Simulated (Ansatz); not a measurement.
# InRu2: from a guess to a relaxed structure

Where does this trial cell of InRu2 go when cell and atoms are let free?

Program: Ansatz 0.2.0. Level of theory: DFT PBE, scalar-relativistic, plane waves, PAW. These are calculated values, not measurements.

### 1 The system as given

The structure is cubic, space group F-43m (No. 216). The conventional cell has a = 5.783 Å, b = 5.783 Å, c = 5.783 Å, α = 90.00°, β = 90.00°, γ = 90.00°. In (site symmetry -43m) has 4 Ru at 2.50 Å as nearest neighbours. Ru (site symmetry -43m) has 4 In at 2.50 Å and 4 Ru at 2.50 Å as nearest neighbours. Ru (site symmetry -43m) has 4 Ru at 2.50 Å as nearest neighbours.

Coordinates:

```xyz
3
Lattice="0.0000 2.8915 2.8915 2.8915 0.0000 2.8915 2.8915 2.8915 0.0000" Properties=species:S:1:pos:R:3 pbc="T T T"
In    0.0000    0.0000    0.0000
Ru    4.3373    4.3373    4.3373
Ru    2.8915    2.8915    2.8915
```

A structure generator made this guess: species swapped into a database cell of Cu2Se (F-43m, No. 216), with Ru on the Cu sites and In on the Se sites. The dimensions are guesses.

### 2 A first look at the guess

input.yaml reads:

```yaml
crystal:
  lattice:
    - [0.0, 2.89153385, 2.89153385]
    - [2.89153385, 0.0, 2.89153385]
    - [2.89153385, 2.89153385, 0.0]
  atoms:
    - { symbol: In, position: [0.0, 0.0, 0.0] }
    - { symbol: Ru, position: [0.75, 0.75, 0.75] }
    - { symbol: Ru, position: [0.5, 0.5, 0.5] }
basis:
  ecutwfc: 420
kpoints:
  mp_grid: { grid: [6, 6, 6] }
hamiltonian:
  xc: pbe
scf:
  occupations: { method: gaussian, width: 0.1 }
  lower_state_search: "off"
output:
  forces: true
  stress: true
  eigenvalues: true
```

Launch:

```
ansatz run input.yaml --threads 1 --pin off --max-ram 2560MiB --backend cpu --events-out ev --progress --plain --runs-dir out
```

Log, shortened:

```text
[...]
SCF converged after 7 iterations
Free energy (F): -17353.134368 eV
[...]
E sigma→0 (E₀):  -17353.123693 eV
Entropy (-TS):   -0.021350 eV (-7.117 meV/atom)
Fermi energy:    18.825224 eV
[...]
--- Forces (eV/Å), atoms counted from 1 ---
  atom   1  In    -0.00000000     0.00000000     0.00000000
  atom   2  Ru     0.00000000     0.00000000     0.00000000
  atom   3  Ru     0.00000000    -0.00000000    -0.00000000
[...]
--- Stress (GPa, compression-positive) ---
       31.704965       0.000000      -0.000000
       -0.000000      31.704965      -0.000000
        0.000000      -0.000000      31.704965
  P = ⅓ Tr σ = 31.7050 GPa (317.050 kbar)
--- Band table (eV; the first three rows and the last of 16) ---
  k-point 0: bands = ["-54.1378", "-53.7988", "-24.3167", "-24.3167", "-24.3167", "-23.7612", "-23.7612", "-23.7612", "4.3427", "4.3427", "4.3960", "4.3960", "4.3960", "9.4544", "14.8820", "14.8820", "14.8820", "15.1258", "15.1258", "17.1536", "17.1536", "17.1536", "19.5113", "19.5113", [...]
[...]
```

It took 2.3 s on 1 thread of Arm Neoverse V1, shared host; peak memory 0.31 GiB.

The probe gives pressure 31.7 GPa, largest force 0.00 eV/Å, gap on this mesh none (metal). A cheap, loose relaxation comes first.

### 3 Coarse relaxation

input.yaml, as its differences from that of step 2:

```diff
@@ -22 +22,6 @@
   eigenvalues: true
+relax:
+  adjacent_minimum: "off"
+  f_tol: 0.04
+  max_steps: 70
+  cell: { stress_tol: 0.4 }
```

Launch:

```
ansatz run input.yaml --threads 1 --pin off --max-ram 2560MiB --backend cpu --events-out ev --progress --plain --runs-dir out
```

Log:

```text
Warning: RAYON_NUM_THREADS=1 ignored (pool sized by the plan → 1); use --threads N
Engine: ansatz 0.2.0, aarch64-unknown-linux-gnu
Pseudopotentials: kind: paw
Pseudopotential: In, paw, valence charge 13, recommended cutoff 420 eV (normal), In.paw.azcp
Pseudopotential: Ru, paw, valence charge 16, recommended cutoff 420 eV (normal), Ru.paw.azcp
Functional definition: PBE
  parameter kappa = 0.804
  parameter beta = 0.06672455060314922
  exchange = pbe_x(kappa = kappa, mu = beta*pi^2/3)
  correlation = pbe_c(beta = beta)
Crystal: 3 atoms, lattice volume = 48.352 Å³
Basis set: ecut = 420 eV, 941 PW (Γ), exchange–correlation on 60×60×60 points (8 copies of the dense FFT grid, shifted against one another)
Bands: 27, of which v1, the nominal top of the filled ones, is band 23 counted from 1 (22 counted from 0)
Symmetry: 24 space group operations
Space group: F-43m (ITA 216), of the structure as read, at distance tolerance 3.6e-5 Å
k-points: 16 of 216 (time reversal used)
Non-local potential: In, projectors of the file, l = 0: 2, l = 1: 2, l = 2: 2, l = 3: 2
Non-local potential: Ru, projectors of the file, l = 0: 3, l = 1: 2, l = 2: 2, l = 3: 1
PAW form: soft (Blöchl's): semilocal exchange-correlation on the pseudo side does not see the compensation charge
PAW one-centre angular grid: In, 590 points (default); XC on 64 Gauss nodes
PAW one-centre angular grid: Ru, 590 points (default); XC on 64 Gauss nodes
Initial density: superposition of atomic densities (neutral atoms: chi_scale 0, normalization atom), corrected by the library's trained network
Initial wavefunctions: pseudopotential atomic-orbital guess
Functional: x = pbe(κ = 0.804, μ = 0.2195149727645171), c = pbe(β = 0.06672455060314922)
SCF iter   1: F=—  HF=-17353.153896 eV  |F-HF|=—  |Δ(HF+E_count)|=         —  Δρ=1.50e-2  dr2=1.78e-1  ethr=1.77e-3  ⟨swp⟩=5.8  Hψ=1681  notcnv=0
preconditioner: auto → Kerker (q_TF=auto, 2.696 Å⁻¹)  [metal: Δε(μ)=0.065 eV  Ē_g=9.535 eV  σ=0.100 eV  W_gap=0.34  n_scr=14 (ndim 8)  ℏωp=28.8 eV  f_vac=0.009  D(μ)=4.22/eV (n_scr^D=58)]
SCF iter   2: F=—  HF=-17353.138843 eV  |F-HF|=—  |Δ(HF+E_count)|=   1.51e-2  Δρ=6.93e-3  dr2=3.95e-2  ethr=3.96e-4  ⟨swp⟩=1.0  Hψ=560  notcnv=0
SCF iter   3: F=—  HF=-17353.134367 eV  |F-HF|=—  |Δ(HF+E_count)|=   4.48e-3  Δρ=8.18e-4  dr2=2.56e-4  ethr=8.78e-5  ⟨swp⟩=1.1  Hψ=433  notcnv=0  defer=2
SCF iter   4: F=—  HF=-17353.134372 eV  |F-HF|=—  |Δ(HF+E_count)|=   4.96e-6  Δρ=1.51e-4  dr2=1.55e-5  ethr=5.69e-7  ⟨swp⟩=2.1  Hψ=782  notcnv=0  defer=2
SCF iter   5: F=—  HF=-17353.134368 eV  |F-HF|=—  |Δ(HF+E_count)|=   3.67e-6  Δρ=7.25e-5  dr2=4.88e-6  ethr=3.45e-8  ⟨swp⟩=2.6  Hψ=783  notcnv=0  defer=2
SCF iter   6: F=—  HF=-17353.134368 eV  |F-HF|=—  |Δ(HF+E_count)|=   3.44e-7  Δρ=2.91e-5  dr2=5.83e-7  ethr=1.08e-8  ⟨swp⟩=2.1  Hψ=594  notcnv=0  defer=2
SCF iter   7: F=-17353.134368 eV  HF=-17353.134368 eV  |F-HF|=8.04e-10  |Δ(HF+E_count)|=   1.61e-7  Δρ=9.84e-6  dr2=5.74e-8  ethr=2.22e-10  ⟨swp⟩=5.8  Hψ=1805  notcnv=0
SCF 1 converged in 7 iterations: F = -17353.134368 eV  dr2 = 5.74e-8
relax step   1: F+E_penalty+E_count = -17353.13436784 eV  Δ(F+E_penalty+E_count) = +0.000e0 eV  max|allowed force component| = 1.804e-16 eV/Å  Δτ_max = 0.0000 Å  P = +31.705 GPa  Ω = 48.352 Å³  (7 SCF iters, dr2 threshold 1.00e-7 eV, accepted)
Crystal: 3 atoms, lattice volume = 55.774 Å³
Basis set: ecut = 420 eV, 1067 PW (Γ), exchange–correlation on 60×60×60 points (8 copies of the dense FFT grid, shifted against one another)
Initial density: handed on by an earlier stage of this run
Initial wavefunctions: those handed on with the density
iter 1 solved again at ethr=4.45e-4 eV; its pass at ethr=3.10e-3 eV (dr2=2.00e-1 eV) is discarded
SCF iter   1: F=—  HF=-17353.788643 eV  |F-HF|=—  |Δ(HF+E_count)|=         —  Δρ=1.47e-2  dr2=2.00e-1  ethr=4.45e-4  ⟨swp⟩=1.0  Hψ=2460  notcnv=0
preconditioner: auto → LDOS  [metal: Δε(μ)=0.023 eV  Ē_g=8.706 eV  σ=0.100 eV  W_gap=0.13  n_scr=14 (ndim 8)  ℏωp=26.8 eV  f_vac=0.025  D(μ)=5.91/eV (n_scr^D=64)  β→1.0]
SCF iter   2: F=—  HF=-17353.776598 eV  |F-HF|=—  |Δ(HF+E_count)|=   1.20e-2  Δρ=6.17e-3  dr2=4.10e-2  ethr=4.44e-4  ⟨swp⟩=2.0  Hψ=468  notcnv=0
SCF iter   3: F=—  HF=-17353.774600 eV  |F-HF|=—  |Δ(HF+E_count)|=   2.00e-3  Δρ=3.15e-3  dr2=6.38e-3  ethr=9.11e-5  ⟨swp⟩=2.1  Hψ=665  notcnv=0
SCF iter   4: F=—  HF=-17353.773595 eV  |F-HF|=—  |Δ(HF+E_count)|=   1.01e-3  Δρ=8.43e-4  dr2=5.36e-4  ethr=1.42e-5  ⟨swp⟩=2.0  Hψ=657  notcnv=0
SCF iter   5: F=—  HF=-17353.773508 eV  |F-HF|=—  |Δ(HF+E_count)|=   8.65e-5  Δρ=1.87e-4  dr2=1.52e-5  ethr=1.19e-6  ⟨swp⟩=2.4  Hψ=687  notcnv=0
SCF iter   6: F=—  HF=-17353.773510 eV  |F-HF|=—  |Δ(HF+E_count)|=   1.75e-6  Δρ=4.92e-5  dr2=7.46e-7  ethr=3.38e-8  ⟨swp⟩=2.1  Hψ=697  notcnv=0
SCF iter   7: F=-17353.773511 eV  HF=-17353.773511 eV  |F-HF|=3.84e-8  |Δ(HF+E_count)|=   8.95e-7  Δρ=9.20e-6  dr2=6.07e-8  ethr=6.67e-10  ⟨swp⟩=5.7  Hψ=1728  notcnv=0
SCF 2 converged in 7 iterations: F = -17353.773511 eV  dr2 = 6.07e-8
relax step   2: F+E_penalty+E_count = -17353.77351071 eV  Δ(F+E_penalty+E_count) = -6.391e-1 eV  max|allowed force component| = 1.781e-16 eV/Å  Δτ_max = 0.0000 Å  P = +0.117 GPa  Ω = 55.774 Å³  energy of the carried Pulay correction = -4.622e-3 eV  (7 SCF iters, dr2 threshold 3.00e-7 eV, accepted)
Initial wavefunctions: pseudopotential atomic-orbital guess (no wavefunctions were taken with the density)
iter 1 solved again at ethr=7.51e-8 eV; its pass at ethr=3.10e-3 eV (dr2=3.38e-5 eV) is discarded
SCF iter   1: F=—  HF=-17353.776279 eV  |F-HF|=—  |Δ(HF+E_count)|=         —  Δρ=5.82e-4  dr2=9.25e-6  ethr=7.51e-8  ⟨swp⟩=3.5  Hψ=2900  notcnv=0
preconditioner: auto → LDOS  [metal: Δε(μ)=0.056 eV  Ē_g=8.734 eV  σ=0.100 eV  W_gap=0.30  n_scr=14 (ndim 8)  ℏωp=26.8 eV  f_vac=0.018  D(μ)=5.74/eV (n_scr^D=64)  β→1.0]
SCF iter   2: F=—  HF=-17353.777138 eV  |F-HF|=—  |Δ(HF+E_count)|=   8.59e-4  Δρ=7.87e-5  dr2=2.57e-6  ethr=2.05e-8  ⟨swp⟩=2.1  Hψ=641  notcnv=0
SCF iter   3: F=—  HF=-17353.777140 eV  |F-HF|=—  |Δ(HF+E_count)|=   2.84e-6  Δρ=2.71e-5  dr2=2.29e-7  ethr=5.71e-9  ⟨swp⟩=2.0  Hψ=597  notcnv=0
SCF iter   4: F=—  HF=-17353.777141 eV  |F-HF|=—  |Δ(HF+E_count)|=   2.29e-7  Δρ=3.85e-6  dr2=5.32e-9  ethr=5.10e-10  ⟨swp⟩=2.0  Hψ=588  notcnv=0
SCF iter   5: F=-17353.777141 eV  HF=-17353.777141 eV  |F-HF|=1.12e-9  |Δ(HF+E_count)|=   1.02e-8  Δρ=1.63e-6  dr2=1.70e-9  ethr=4.27e-12  ⟨swp⟩=4.9  Hψ=1607  notcnv=0
SCF 3 converged in 5 iterations: F = -17353.777141 eV  dr2 = 1.70e-9
relax step   3: F+E_penalty+E_count = -17353.77714065 eV  Δ(F+E_penalty+E_count) = -3.630e-3 eV  max|allowed force component| = 1.796e-16 eV/Å  Δτ_max = 0.0000 Å  P = +0.133 GPa  Ω = 55.774 Å³  stress off target by 1.33e-1 GPa  SCF on the basis re-selected at this cell (its energy is not comparable with the rows above)  (5 SCF iters)
basis re-selected at this cell: Δ(F+E_penalty+E_count) = -3.630e-3 eV, ΔP = +0.016 GPa vs the last step (what re-selecting the basis moved, of the pressure what is left beyond the Pulay correction that the steps carried, after the strain that the cell walked since its last selection, with what the two solves' SCF thresholds leave and, on support functions, any second-order correction that the steps lacked; it is no measure of the basis error at this ecutwfc). This SCF's stress stands 1.33e-1 GPa from its target on what of the cell is left free (relax.cell.stress_tol is 4.00e-1 GPa) and its largest allowed force component is 1.80e-16 eV/Å (relax.f_tol is 4.00e-2 eV/Å): within both
SCF converged after 5 iterations
Free energy (F): -17353.777141 eV
Harris-Foulkes:  -17353.777141 eV  (|F-HF|=1.12e-9)
Internal energy: -17353.748441 eV  (E = F + TS)
E sigma→0 (E₀):  -17353.762791 eV
Entropy (-TS):   -0.028699 eV (-9.566 meV/atom)
Fermi energy:    15.637990 eV
--- Per-component energies (eV) ---
  E_band       = -293.020045
  E_kinetic    = 1272.662655
  E_local      = -4466.890780  (includes V_loc(G=0)·N_el)
  E_nonlocal   = 1057.051892
  E_hartree    = 1584.667788
  E_xc         = -595.092323
  E_vxc        = -575.946385  (∫ρ·V_xc dr)
  E_paw        = -11078.042955  (= ΣΔE_a)
  E_vpaw       = -749.235475  (= ΣTr[D̂ρ^β])
  E_aug_tail   = -0.000343  (compensation charges beyond the density's cutoff)
  E_ewald      = -5128.104376
  E_smearing   = -0.028699  (= −TS)
  E_closure    = -0.000000  (closes the sum)
  Σ components = -17353.777141   (vs F -17353.777141, Δ=0.00e0)
--- Forces (eV/Å), atoms counted from 1 ---
  atom   1  In    -0.00000000     0.00000000     0.00000000
  atom   2  Ru     0.00000000    -0.00000000    -0.00000000
  atom   3  Ru     0.00000000    -0.00000000     0.00000000
  max |Σ_I F_I| component: 3.93e-17 eV/Å
--- Stress (GPa, compression-positive) ---
        0.132968      -0.000000      -0.000000
       -0.000000       0.132968      -0.000000
       -0.000000      -0.000000       0.132968
  P = ⅓ Tr σ = 0.1330 GPa (1.330 kbar)
--- Band table (eV; the first three rows and the last of 16) ---
  k-point 0: bands = ["-57.0745", "-56.8228", "-27.1574", "-27.1574", "-27.1574", "-26.7767", "-26.7767", "-26.7767", "1.5496", "1.5496", "1.5545", "1.5545", "1.5545", "7.2302", "12.3686", "12.3686", "12.3686", "12.5752", "12.5752", "14.2301", "14.2301", "14.2301", "16.1846", "16.1846", "21.9364", "22.1202", "22.1202"]
  k-point 1: bands = ["-57.0701", "-56.8272", "-27.1665", "-27.1665", "-27.1547", "-26.7804", "-26.7674", "-26.7674", "1.5483", "1.5483", "1.5490", "1.5712", "1.5712", "7.6072", "12.0245", "12.0245", "12.3620", "12.9919", "12.9919", "13.6634", "14.2015", "14.2015", "16.1470", "16.1470", "20.0379", "21.9437", "21.9437"]
  k-point 2: bands = ["-57.0609", "-56.8365", "-27.1835", "-27.1835", "-27.1498", "-26.7876", "-26.7501", "-26.7501", "1.5394", "1.5575", "1.5575", "1.5927", "1.5927", "8.6017", "11.8967", "11.8967", "11.9769", "12.9310", "12.9310", "12.9637", "14.5947", "14.5947", "15.9836", "15.9836", "17.6261", "21.4463", "21.4463"]
  k-point 15: bands = ["-57.0492", "-56.8484", "-27.2271", "-27.2266", "-27.0437", "-26.8940", "-26.7075", "-26.7070", "1.5180", "1.5444", "1.5627", "1.5932", "1.6086", "9.4418", "11.5272", "12.5041", "12.7974", "13.1052", "13.1689", "13.5098", "13.8366", "15.6773", "15.7438", "16.1172", "16.2483", "16.5192", "16.7382"]
--- Relaxed structure (2 steps of the walk, 2 accepted, 1 SCFs on fresh bases) ---
  F+E_penalty+E_count = -17353.77714065 eV   max|allowed force component| = 1.796e-16 eV/Å   (the final SCF, on the basis selected at the relaxed cell)
  cell:  # Å, volume = 55.7739 Å³
    - [-8.279979553455335e-34, 3.0324961251875004, 3.0324961251875004]
    - [3.0324961251875004, -1.2993198683883754e-33, 3.0324961251875004]
    - [3.0324961251875004, 3.0324961251875004, -8.025210951810553e-34]
  atoms:
    - { symbol: In, position: [1.6871162687947997e-34, -1.7125559932043168e-34, -2.3763015300708114e-34] }
    - { symbol: Ru, position: [0.7499999999999999, 0.7499999999999999, 0.7499999999999999] }
    - { symbol: Ru, position: [0.5, 0.5, 0.5] }
```

It took 7.8 s on 1 thread of Arm Neoverse V1, shared host; peak memory 0.33 GiB.

The steps of the relaxation:

| step | E - E(step 1) (eV/cell) | largest force component (eV/Å) | pressure (GPa) | volume (Å³) |
| --- | --- | --- | --- | --- |
| 1 | 0.0000 | 0.0000 | 31.70 | 48.35 |
| 2 | -0.6391 | 0.0000 | 0.12 | 55.77 |
| 3 | -0.6428 | 0.0000 | 0.13 | 55.77 |

Step 1 is the start. Step 3 repeats the geometry before it on a plane-wave basis chosen anew for that cell, so its energy need not be comparable with the rows above.

Lengths and angles in the start's conventional setting:

|  | before | after | change |
| --- | --- | --- | --- |
| a (Å) | 5.783 | 6.065 | +4.9 % |
| b (Å) | 5.783 | 6.065 | +4.9 % |
| c (Å) | 5.783 | 6.065 | +4.9 % |
| volume (Å³/atom) | 16.12 | 18.59 | +15.3 % |
| shortest distance (Å) | 2.504 | 2.626 | +4.9 % |
| space group (0.01 Å) | F-43m | F-43m | same |

Forces and stress were held to the start's 24 operations: a distortion of lower symmetry was not tested.

### 4 Spin check on a coarse mesh

input.yaml reads:

```yaml
crystal:
  lattice:
    - [0.0, 3.0324961252, 3.0324961252]
    - [3.0324961252, 0.0, 3.0324961252]
    - [3.0324961252, 3.0324961252, 0.0]
  atoms:
    - { symbol: In, position: [0.0, 0.0, 0.0] }
    - { symbol: Ru, position: [0.25, 0.25, 0.25], spin: 1.0 }
    - { symbol: Ru, position: [0.5, 0.5, 0.5], spin: 1.0 }
basis:
  ecutwfc: 420
kpoints:
  mp_grid: { grid: [6, 6, 6] }
hamiltonian:
  xc: pbe
scf:
  occupations: { method: gaussian, width: 0.1 }
  lower_state_search: "off"
output:
  forces: true
  stress: true
  eigenvalues: true
  populations: true
magnetization:
  spin_polarized: true
```

Launch:

```
ansatz run input.yaml --threads 1 --pin off --max-ram 2560MiB --backend cpu --events-out ev --progress --plain --runs-dir out
```

Log, shortened:

```text
[...]
SCF converged after 25 iterations
Magnetization: 0.0285 μB (22.5143 up, 22.4857 down)
Absolute magnetization: 0.0286 μB (∫|ρ↑−ρ↓|, with the PAW one-centre terms)
Spin contamination: 0.0000 ħ² per cell (⟨S²⟩ above its minimum at these occupations)
Per-site moments (μB) at R_I (Å): [(0.000634091247765466, 1.0833152060366935), (0.007755675440810296, 1.0833152060366935), (0.0170514623923181, 1.0833152060366935)]
Free energy (F): -17353.777141 eV
[...]
E sigma→0 (E₀):  -17353.762807 eV
Entropy (-TS):   -0.028666 eV (-9.555 meV/atom)
Fermi energy:    15.637969 eV
[...]
--- Forces (eV/Å), atoms counted from 1 ---
  atom   1  In     0.00000000    -0.00000000     0.00000000
  atom   2  Ru    -0.00000000     0.00000000    -0.00000000
  atom   3  Ru    -0.00000000     0.00000000    -0.00000000
[...]
--- Stress (GPa, compression-positive) ---
        0.133370      -0.000000      -0.000000
        0.000000       0.133370      -0.000000
       -0.000000      -0.000000       0.133370
  P = ⅓ Tr σ = 0.1334 GPa (1.334 kbar)
--- Band table (eV; the first three rows and the last of 32) ---
[...]
--- Löwdin populations: 3 sites ---
  site symbol       q [e]    m [muB]
     0     In     13.2050     0.0016
     1     Ru     15.9348     0.0083
     2     Ru     15.7385     0.0186
  spilling = 0.002703 (of n_electrons = 45.000000)
```

Run time: 19 s. Hardware: 1 thread of Arm Neoverse V1, shared host; peak memory 0.34 GiB.

By site:

```
atom  Löwdin electrons
 In1             13.21
 Ru2             15.93
 Ru3             15.74
```

The same cell is solved with trial moments on Ru. The largest site moment that stays is 0.02 μB and the cell's total 0.03 μB. The workflow keeps spin only above 0.25 μB on a site, so the next run goes without spin.

### 5 Full relaxation

The end of the coarse run is made exact in the group found at a tolerance of 0.06 Å and reduced to its primitive cell.

input.yaml reads:

```yaml
crystal:
  lattice:
    - [0.0, 3.0324961252, 3.0324961252]
    - [3.0324961252, 0.0, 3.0324961252]
    - [3.0324961252, 3.0324961252, 0.0]
  atoms:
    - { symbol: In, position: [0.0, 0.0, 0.0] }
    - { symbol: Ru, position: [0.25, 0.25, 0.25] }
    - { symbol: Ru, position: [0.5, 0.5, 0.5] }
basis:
  ecutwfc: 420
kpoints:
  mp_grid: { grid: [14, 14, 14] }
hamiltonian:
  xc: pbe
scf:
  occupations: { method: gaussian, width: 0.1 }
output:
  forces: true
  stress: true
  eigenvalues: true
relax:
  adjacent_minimum: "off"
  f_tol: 0.01
  max_steps: 80
  cell: { stress_tol: 0.05 }
```

Launch:

```
ansatz run input.yaml --threads 1 --pin off --max-ram 2560MiB --backend cpu --events-out ev --progress --plain --runs-dir out
```

Log, shortened:

```text
Warning: RAYON_NUM_THREADS=1 ignored (pool sized by the plan → 1); use --threads N
[...]
Pseudopotentials: kind: paw
Pseudopotential: In, paw, valence charge 13, recommended cutoff 420 eV (normal), In.paw.azcp
Pseudopotential: Ru, paw, valence charge 16, recommended cutoff 420 eV (normal), Ru.paw.azcp
Functional definition: PBE
[...]
Crystal: 3 atoms, lattice volume = 55.774 Å³
Basis set: ecut = 420 eV, 1067 PW (Γ), exchange–correlation on 60×60×60 points (8 copies of the dense FFT grid, shifted against one another)
Bands: 27, of which v1, the nominal top of the filled ones, is band 23 counted from 1 (22 counted from 0)
Symmetry: 24 space group operations
Space group: F-43m (ITA 216), of the structure as read, at distance tolerance 3.8e-5 Å
k-points: 104 of 2744 (time reversal used)
[...]
  atom   2  Ru    -0.00000000    -0.00000000     0.00000000
  atom   3  Ru    -0.00000000     0.00000000     0.00000000
[...]
--- Stress (GPa, compression-positive) ---
       -0.004095      -0.000000      -0.000000
        0.000000      -0.004095      -0.000000
       -0.000000      -0.000000      -0.004095
  P = ⅓ Tr σ = -0.0041 GPa (-0.041 kbar)
--- Band table (eV; the first three rows and the last of 104) ---
[... band rows left out ...]
[...]
--- Relaxed structure (1 steps of the walk, 1 accepted, 1 SCFs on fresh bases) ---
  F+E_penalty+E_count = -17353.79712935 eV   max|allowed force component| = 1.943e-16 eV/Å   (the final SCF, on the basis selected at the relaxed cell)
  cell:  # Å, volume = 55.7739 Å³
    - [0.0, 3.0324961252, 3.0324961252]
    - [3.0324961252, 0.0, 3.0324961252]
    - [3.0324961252, 3.0324961252, 0.0]
  atoms:
    - { symbol: In, position: [0.0, 0.0, 0.0] }
    - { symbol: Ru, position: [0.24999999999999997, 0.24999999999999997, 0.24999999999999997] }
    - { symbol: Ru, position: [0.49999999999999994, 0.49999999999999994, 0.49999999999999994] }
```

Run time: 32 s. Hardware: 1 thread of Arm Neoverse V1, shared host; peak memory 0.45 GiB.

Step by step:

| step | energy from step 1 (eV/cell) | largest force component (eV/Å) | pressure (GPa) | volume (Å³) |
| --- | --- | --- | --- | --- |
| 1 | 0.0000 | 0.0000 | 0.00 | 55.77 |
| 2 | 0.0000 | 0.0000 | 0.00 | 55.77 |

Step 1 is the start. Step 2 repeats the geometry before it on a plane-wave basis chosen anew for that cell, so its energy need not be comparable with the rows above.

Lengths and angles in the start's conventional setting:

|  | before | after | change |
| --- | --- | --- | --- |
| a (Å) | 6.065 | 6.065 | 0.0 % |
| b (Å) | 6.065 | 6.065 | 0.0 % |
| c (Å) | 6.065 | 6.065 | 0.0 % |
| volume (Å³/atom) | 18.59 | 18.59 | 0.0 % |
| shortest distance (Å) | 2.626 | 2.626 | 0.0 % |
| space group (0.01 Å) | F-43m | F-43m | same |

Forces and stress were held to the start's 24 operations: a distortion of lower symmetry was not tested.

### 6 Outcome

| quantity | value |
| --- | --- |
| symmetry at the end (tolerance 0.05 Å) | space group F-43m (No. 216) |
| conventional cell | a = 6.065 Å, b = 6.065 Å, c = 6.065 Å, α = 90.00°, β = 90.00°, γ = 90.00° |
| volume | 18.59 Å³/atom |
| energy over the elements | +0.48 eV/atom |
| gap on the mesh | none (metal) |

**Reading.** The space group F-43m (No. 216) is kept, and the volume per atom grows by 15.3 % from the first guess. With a positive formation energy it can't be a ground state. No finished test with a distortion of lower symmetry is shown, so the end may be a saddle point. Other magnetic orders were not searched.
